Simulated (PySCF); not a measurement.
# C2H7NSSi2: the cost of one run

Computed with PySCF 2.14.0, with density-fitted response routines of our own, on a single molecule in the gas phase. Atoms are numbered from 0 throughout.

## 1. Starting geometry

13 atoms, charge 0, multiplicity 1; geometry from: GFN2-xTB. The atoms were then displaced at random by about 0.01 Å, so the start is not that level's minimum.

Bonds of the start (Å): C0–S1 1.79, S1–Si2 2.14, Si2–Si3 2.35, Si3–C4 1.83, C4–N5 1.15, C0–H6 1.11, C0–H7 1.07, C0–H8 1.09, Si2–H9 1.48, Si2–H10 1.46, Si3–H11 1.47, Si3–H12 1.46.

## 2. Geometry optimisation at PBE0-D3(BJ)/def2-SVP

What the job is given:

```
{"job": {"xc": "PBE0", "basis": "def2-SVP", "d3": "d3bj", "grid": 1, "shake": 0.01, "kind": "geom"}, "charge": 0, "multiplicity": 1}
C     -2.906120     0.213570    -0.254390
S     -1.542490    -0.663960    -1.005220
Si     0.083470     0.256910     0.035860
Si     2.049610    -0.750290    -0.765940
C      3.396490     0.043120     0.189190
N      4.224620     0.565450     0.801540
H     -2.820040     1.297830    -0.469000
H     -2.927420     0.068710     0.807720
H     -3.833870    -0.144050    -0.693630
H     -0.178100     0.063780     1.480880
H     -0.025480     1.695530    -0.199760
H      2.167010    -2.184600    -0.484300
H      2.318140    -0.478880    -2.175770
```

On the command line:

```console
$ OMP_NUM_THREADS=1 python probes_run.py task.json out
```

This one command runs all jobs of the session in turn.

Q: Estimate the wall time and peak memory of this first job on 1 thread of Arm Neoverse V2, shared host.

About 53 s, with a peak of 0.54 GiB.
